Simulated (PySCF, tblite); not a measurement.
**C₅H₁₁OPSe: geometry, infrared bands and NMR shifts**

Wanted: the infrared bands and NMR shifts of C₅H₁₁OPSe (`CP1(=[Se])CCOCC1`), by calculation.

Programs: tblite 0.8.0 and PySCF 2.14.0, with density-fitted response routines of our own. Each step states its level of theory. These are calculated values for one molecule in the gas phase, unless marked as measured. Atoms count from 0, in the outputs and in this text.

### 1 Starting geometry

19 atoms, charge 0, multiplicity 1; geometry from: force field or distance geometry start.

Bonds of the start (Å): C0–P1 1.81, P1–Se2 2.13, P1–C3 1.80, C3–C4 1.53, C4–O5 1.41, O5–C6 1.37, C6–C7 1.50, C7–P1 1.79, C0–H8 1.12, C0–H9 1.11, C0–H10 1.10, C3–H11 1.10, C3–H12 1.11, C4–H13 1.09, C4–H14 1.11, C6–H15 1.12, C6–H16 1.12, C7–H17 1.12, C7–H18 1.11.

### 2 Relaxing the molecule with GFN2-xTB

The job: settings as JSON, then the geometry in Å.

```
{"job": {"kind": "relax", "xc": "GFN2-xTB", "basis": "xTB"}, "charge": 0, "multiplicity": 1}
C      2.352700    -0.555100    -0.828200
P      0.888900    -0.025900     0.085900
Se     1.653000     0.931100     1.830700
C      0.050300     1.410300    -0.615200
C     -1.357300     1.331400    -0.012200
O     -1.939300     0.238200    -0.681700
C     -1.759300    -0.853200     0.128200
C     -0.340700    -1.313300     0.308700
H      2.323900    -1.658700    -1.012300
H      3.224000    -0.324000    -0.174400
H      2.484900    -0.021400    -1.781400
H     -0.099400     1.282900    -1.700800
H      0.520400     2.370400    -0.331300
H     -1.916200     2.261300    -0.143400
H     -1.211000     1.056900     1.054300
H     -2.354100    -1.717300    -0.253600
H     -2.140100    -0.569300     1.147900
H     -0.262900    -1.671500     1.365500
H     -0.127500    -2.163500    -0.379300
```

Command:

```sh
> OMP_NUM_THREADS=1 python probes_run.py task.json out
```

One launch serves the whole session: the jobs run in the order shown.

Output:

```text
step      E/eV     max force
  0    -709.45306    2.823
  1    -709.71761    1.231
  2    -709.82427    1.003
  3    -709.91555    0.842
  4    -710.01106    0.796
  5    -710.06029    0.661
  6    -710.09619    0.472
  7    -710.12758    0.551
  8    -710.16066    0.524
  9    -710.19300    0.569
 10    -710.21520    0.328
 11    -710.23045    0.284
 12    -710.24638    0.282
 13    -710.26146    0.411
 14    -710.27419    0.393
 15    -710.28408    0.260
 16    -710.29264    0.252
 17    -710.30099    0.229
 18    -710.30853    0.201
 19    -710.31473    0.193
 20    -710.32044    0.201
 21    -710.32726    0.238
 22    -710.33586    0.253
 23    -710.34503    0.222
 24    -710.35337    0.209
 25    -710.36054    0.160
 26    -710.36742    0.193
 27    -710.37562    0.201
 28    -710.38426    0.246
 29    -710.39255    0.244
 30    -710.40190    0.302
 31    -710.41317    0.345
 32    -710.42632    0.302
 33    -710.43996    0.306
 34    -710.45173    0.267
 35    -710.45781    0.323
 36    -710.46527    0.222
 37    -710.46978    0.157
 38    -710.47630    0.140
 39    -710.48067    0.150
 40    -710.48643    0.137
 41    -710.49066    0.139
 42    -710.49564    0.153
 43    -710.50011    0.166
 44    -710.50369    0.161
 45    -710.50661    0.147
 46    -710.50967    0.129
 47    -710.51280    0.115
 48    -710.51532    0.097
 49    -710.51694    0.109
 50    -710.51803    0.088
 51    -710.51896    0.084
 52    -710.51987    0.071
 53    -710.52069    0.070
 54    -710.52138    0.060
 55    -710.52205    0.068
 56    -710.52284    0.066
 57    -710.52374    0.076
 58    -710.52478    0.087
 59    -710.52612    0.093
 60    -710.52805    0.105
 61    -710.53060    0.131
 62    -710.53313    0.124
 63    -710.53503    0.114
 64    -710.53636    0.097
 65    -710.53750    0.091
 66    -710.53868    0.087
 67    -710.53959    0.083
 68    -710.54025    0.056
 69    -710.54078    0.056
 70    -710.54123    0.044
 71    -710.54168    0.057
 72    -710.54221    0.063
 73    -710.54287    0.053
 74    -710.54358    0.064
 75    -710.54410    0.063
 76    -710.54453    0.052
 77    -710.54485    0.047
 78    -710.54548    0.060
 79    -710.54594    0.072
 80    -710.54648    0.057
 81    -710.54685    0.045
 82    -710.54727    0.050
 83    -710.54796    0.067
 84    -710.54918    0.116
 85    -710.55080    0.139
 86    -710.55239    0.119
 87    -710.55339    0.129
 88    -710.55325    0.118
 89    -710.55502    0.088
 90    -710.55608    0.110
 91    -710.55832    0.160
 92    -710.56035    0.140
 93    -710.56272    0.166
 94    -710.56411    0.069
 95    -710.56485    0.151
 96    -710.56570    0.064
 97    -710.56651    0.066
 98    -710.56777    0.059
 99    -710.56830    0.053
100    -710.56858    0.039
101    -710.56876    0.041
102    -710.56895    0.031
103    -710.56921    0.036
104    -710.56942    0.036
105    -710.56953    0.025
106    -710.56961    0.024
107    -710.56968    0.017
108    -710.56975    0.017
109    -710.56981    0.016
110    -710.56985    0.011
111    -710.56989    0.010
112    -710.56992    0.014
113    -710.56995    0.016
114    -710.56998    0.013
115    -710.57002    0.010
116    -710.57005    0.009
```

It took 0.77 s on 1 thread of Arm Neoverse V2, shared host.

Along the way: (not every step is listed)

```csv
step,energy from step 0 (eV),largest force (eV/Å)
0,0.0000,2.8231
1,-0.2645,1.2308
2,-0.3712,1.0034
3,-0.4625,0.8416
4,-0.5580,0.7958
5,-0.6072,0.6614
6,-0.6431,0.4723
7,-0.6745,0.5508
8,-0.7076,0.5244
18,-0.8555,0.2014
28,-0.9312,0.2463
38,-1.0232,0.1396
48,-1.0623,0.0966
58,-1.0717,0.0872
68,-1.0872,0.0555
78,-1.0924,0.0601
88,-1.1002,0.1180
98,-1.1147,0.0586
108,-1.1167,0.0175
111,-1.1168,0.0105
112,-1.1169,0.0139
113,-1.1169,0.0158
114,-1.1169,0.0126
115,-1.1170,0.0104
116,-1.1170,0.0094
```

Distances of close pairs at the start and the end, largest changes first:

```csv
bond,before (Å),after (Å),change (Å)
P1–C7,1.794,1.841,+0.047
P1–Se2,2.132,2.092,-0.040
P1–C3,1.805,1.840,+0.036
O5–C6,1.371,1.406,+0.035
C0–H8,1.119,1.089,-0.030
C6–C7,1.502,1.531,+0.028
C7–H17,1.119,1.092,-0.027
C0–P1,1.805,1.831,+0.026
```

The end geometry stands in the next job.

### 3 Harmonic vibrations with GFN2-xTB

The job: settings as JSON, then the geometry in Å.

```
{"job": {"kind": "ir", "xc": "GFN2-xTB", "basis": "xTB"}, "charge": 0, "multiplicity": 1}
C      2.376275    -0.495522    -0.691631
P      0.886053    -0.051700     0.275874
Se     1.232548     0.355588     2.298146
C      0.076287     1.323216    -0.641114
C     -1.355742     1.426953    -0.110980
O     -2.111496     0.267469    -0.359447
C     -1.706673    -0.840681     0.405711
C     -0.343157    -1.388980    -0.022169
H      2.826738    -1.377234    -0.237510
H      3.081743     0.331445    -0.619309
H      2.133194    -0.691401    -1.733829
H      0.075028     1.114101    -1.712957
H      0.617043     2.251476    -0.445500
H     -1.889790     2.239169    -0.611023
H     -1.323048     1.633352     0.970531
H     -2.484107    -1.595850     0.263273
H     -1.664603    -0.569762     1.472541
H     -0.081623    -2.257535     0.585627
H     -0.354473    -1.664855    -1.078530
```

Output:

```text
mode    cm-1     km/mol
  1      90.3      5.58
  2     121.2      3.34
  3     142.2      0.56
  4     162.4      0.26
  5     197.2      1.99
  6     214.1      4.55
  7     230.5      0.17
  8     320.9     10.72
  9     396.6      4.67
 10     399.3      0.31
 11     453.1     11.65
 12     539.4      6.32
 13     679.0     80.13
 14     687.5     11.92
 15     755.0     77.68
 16     766.6      0.87
 17     826.0     23.25
 18     851.3     64.61
 19     858.9    101.11
 20     916.6    111.48
 21     941.0      0.02
 22     967.8     11.57
 23     998.9     99.65
 24    1035.3     43.95
 25    1082.1     27.38
 26    1126.1     33.00
 27    1126.3     15.11
 28    1170.9     17.90
 29    1217.5     19.61
 30    1250.0      0.96
 31    1286.1     13.79
 32    1303.3     14.50
 33    1326.6      8.89
 34    1338.8     12.41
 35    1397.4      2.97
 36    1403.5      4.52
 37    1409.3      5.36
 38    1425.3      2.70
 39    1450.0      1.99
 40    1457.5      7.63
 41    2862.5     53.77
 42    2863.2      3.89
 43    2956.4      2.64
 44    2959.3     15.31
 45    2964.8      1.62
 46    2966.6     29.41
 47    2968.5     26.62
 48    2970.8     40.63
 49    2996.9      0.79
 50    3001.3      3.53
 51    3010.0     17.70
```

It took 0.64 s on 1 thread of Arm Neoverse V2, shared host.

The strongest bands and the atoms that carry them (share of the mass-weighted mode):

```csv
cm⁻¹,km/mol,atoms
679,80.1,"P1 27 %, C7 22 %, C3 19 %"
755,77.7,"P1 42 %, C0 39 %"
851,64.6,"H8 23 %, H9 23 %, P1 15 %, C0 13 %"
859,101.1,"O5 15 %, H10 13 %, C3 10 %"
917,111.5,"C6 19 %, C4 19 %, H12 12 %, H17 12 %"
999,99.7,"H11 19 %, H18 18 %"
1035,44.0,"C6 22 %, C4 22 %, C7 12 %, C3 12 %"
2862,53.8,"H14 63 %, H16 31 %"
```

### 4 Nuclear shieldings: PBE0/pcSseg-1

The job, as its differences from that of step 3:

```diff
@@ -1,2 +1,2 @@
-{"job": {"kind": "ir", "xc": "GFN2-xTB", "basis": "xTB"}, "charge": 0, "multiplicity": 1}
+{"job": {"kind": "nmr", "xc": "PBE0", "basis": "pcSseg-1"}, "charge": 0, "multiplicity": 1}
 C      2.376275    -0.495522    -0.691631
```

Level: GIAO PBE0/pcSseg-1 NMR shielding, non-relativistic, gas phase.

Output:

```text
coarse grid: 72016 points
cycle   1  E = -3014.1883166119  dE =  1.201e-01  |g| = 8.687e-01  |ddm| = 4.080e+00
cycle   2  E = -3014.1355250228  dE =  5.279e-02  |g| = 8.679e-01  |ddm| = 1.777e+00
cycle   3  E = -3014.2698687729  dE = -1.343e-01  |g| = 2.744e-01  |ddm| = 1.256e+00
cycle   4  E = -3014.2829292016  dE = -1.306e-02  |g| = 4.861e-02  |ddm| = 2.683e-01
cycle   5  E = -3014.2833246286  dE = -3.954e-04  |g| = 1.728e-02  |ddm| = 6.447e-02
cycle   6  E = -3014.2834078679  dE = -8.324e-05  |g| = 4.381e-03  |ddm| = 3.498e-02
cycle   7  E = -3014.2834129432  dE = -5.075e-06  |g| = 1.441e-03  |ddm| = 8.727e-03
final grid: 151344 points
cycle   8  E = -3014.2835122595  dE =  3.140e-07  |g| = 1.934e-03  |ddm| = 4.494e-03
cycle   9  E = -3014.2835112557  dE =  1.004e-06  |g| = 2.801e-03  |ddm| = 5.808e-03
cycle  10  E = -3014.2835130651  dE = -1.809e-06  |g| = 2.296e-04  |ddm| = 3.837e-03
cycle  11  E = -3014.2835130801  dE = -1.506e-08  |g| = 2.714e-05  |ddm| = 3.448e-04
cycle  12  E = -3014.2835130802  dE = -7.776e-11  |g| = 6.356e-06  |ddm| = 2.234e-05
converged SCF energy = -3014.2835130802

GIAO shielding tensors (ppm)
atom      isotropic    diamagn.    paramagn.     s11        s22        s33       span
  0 C      158.804     253.883     -95.078    137.885    148.266    190.263     52.378
  1 P      297.366     965.269    -667.904    214.994    228.036    449.067    234.072
  2 Se    2227.791    3000.825    -773.033   1995.182   2326.090   2362.103    366.921
  3 C      148.686     256.541    -107.855    136.775    148.839    160.444     23.670
  4 C      120.185     245.187    -125.002     92.749     98.502    169.304     76.556
  5 O      282.425     395.568    -113.143    223.759    293.616    329.901    106.142
  6 C      120.179     245.234    -125.055     92.707     98.543    169.289     76.581
  7 C      148.732     256.442    -107.710    136.773    148.942    160.483     23.710
  8 H       29.869      29.336       0.533     25.959     27.807     35.841      9.882
  9 H       29.876      29.321       0.555     25.974     27.845     35.808      9.834
 10 H       30.242      31.044      -0.802     25.307     27.628     37.792     12.485
 11 H       29.727      32.662      -2.936     26.034     27.457     35.689      9.656
 12 H       30.351      31.638      -1.287     26.386     28.655     36.011      9.625
 13 H       27.469      28.423      -0.954     22.019     26.430     33.958     11.939
 14 H       27.181      29.720      -2.539     22.665     28.300     30.577      7.912
 15 H       27.468      28.468      -1.000     22.020     26.429     33.954     11.934
 16 H       27.183      29.756      -2.573     22.665     28.298     30.586      7.921
 17 H       30.348      31.661      -1.312     26.366     28.658     36.020      9.654
 18 H       29.724      32.660      -2.936     26.023     27.442     35.708      9.685
```

Wall time 41 s (1 thread of Arm Neoverse V2, shared host); peak memory 1.1 GiB.

The references, computed at this level on geometries of the same kind, shield at (ppm): ¹H TMS 31.72, ¹³C TMS 186.9, ¹⁷O H2O 336.1, ³¹P H3PO4 318.4, ⁷⁷Se Me2Se 1758. Their shielding less the atom's gives the shift. The references are single molecules in the gas phase, so shifts against H2O, NH3, PH3, H3PO4 or CFCl3 are not on the usual liquid scales and can be off by tens of ppm. Atoms listed in one row are averaged.

```csv
atoms,environment,σ (ppm),δ (ppm)
"C4, C6",sp3 CH2 bonded to O,120.2,66.7
"C3, C7",sp3 CH2 bonded to P,148.7,38.2
C0,methyl carbon bonded to P,158.8,28.1
"H14, H16",hydrogen on an sp3 CH2 bonded to O,27.18,4.54
"H13, H15",hydrogen on an sp3 CH2 bonded to O,27.47,4.25
"H11, H18",hydrogen on an sp3 CH2 bonded to P,29.73,1.99
"H8, H9, H10",hydrogen on a methyl carbon bonded to P,30.00,1.72
"H12, H17",hydrogen on an sp3 CH2 bonded to P,30.35,1.37
P1,"phosphorus bonded to 3 C, Se, in a 6-membered ring",297.4,21.0
Se2,selenium bonded to P,2228,-469
O5,ether oxygen,282.4,53.7
```

Charges from the same density, by scheme (e):

```csv
atoms,Mulliken,IAO,Hirshfeld,ESP fit
C0,-0.39,-0.65,-0.15,-0.76
P1,0.30,1.02,0.34,0.25
Se2,-0.40,-0.60,-0.32,-0.34
"C3, C7",-0.36,-0.50,-0.12,-0.26
"C4, C6",0.06,-0.05,0.00,0.03
O5,-0.51,-0.40,-0.15,-0.34
```

Mayer bond orders: C0–P1 0.98, P1–Se2 1.56, P1–C3 0.90, C3–C4 1.02, C4–O5 0.94, O5–C6 0.94, C6–C7 1.02, C7–P1 0.90.

Ring of atoms P1, C3, C4, O5, C6, C7: NICS(0) -2.9, NICS(1) -2.3, NICS(1)zz 2.7 ppm (means of both faces).

### 5 Summary of results

| quantity | value |
| --- | --- |
| strongest single infrared mode (GFN2-xTB) | 917 cm⁻¹, 111 km/mol |
| zero-point energy (GFN2-xTB) | 95.6 kcal/mol |
| ¹³C shifts against TMS (PBE0/pcSseg-1, means over atoms taken as alike) | 66.7, 38.2, 28.1 ppm |
| ¹H shifts against TMS (PBE0/pcSseg-1, means over atoms taken as alike) | 4.54, 4.25, 1.99, 1.72, 1.37 ppm |
| ³¹P shifts against H3PO4 (PBE0/pcSseg-1) | 21.0 ppm |
| ⁷⁷Se shifts against Me2Se (PBE0/pcSseg-1) | -469 ppm |
| ¹⁷O shifts against H2O (PBE0/pcSseg-1) | 53.7 ppm |

Over 116 steps the energy fell by 1.117 eV; of the close pairs, P1–C7 changed most, 1.794 to 1.841 Å. No mode is imaginary among the 51: a minimum at this level. The strongest single mode, at 917 cm⁻¹, is spread over many atoms; the largest shares are those of C6, C4. Unscaled tight-binding wavenumbers are off by several per cent, some by more. Its intensities can rank the bands wrongly. C4, C6 (mean) (sp3 CH2 bonded to O) lies farthest downfield among carbon, at 66.7 ppm; deshielded by the electronegative neighbour. At PBE0/pcSseg-1: Shielding is most anisotropic at Se2 (span 367 ppm, paramagnetic term -773 ppm). Spin-orbit coupling is left out, which matters for shieldings and couplings at and beside the heavy atoms.
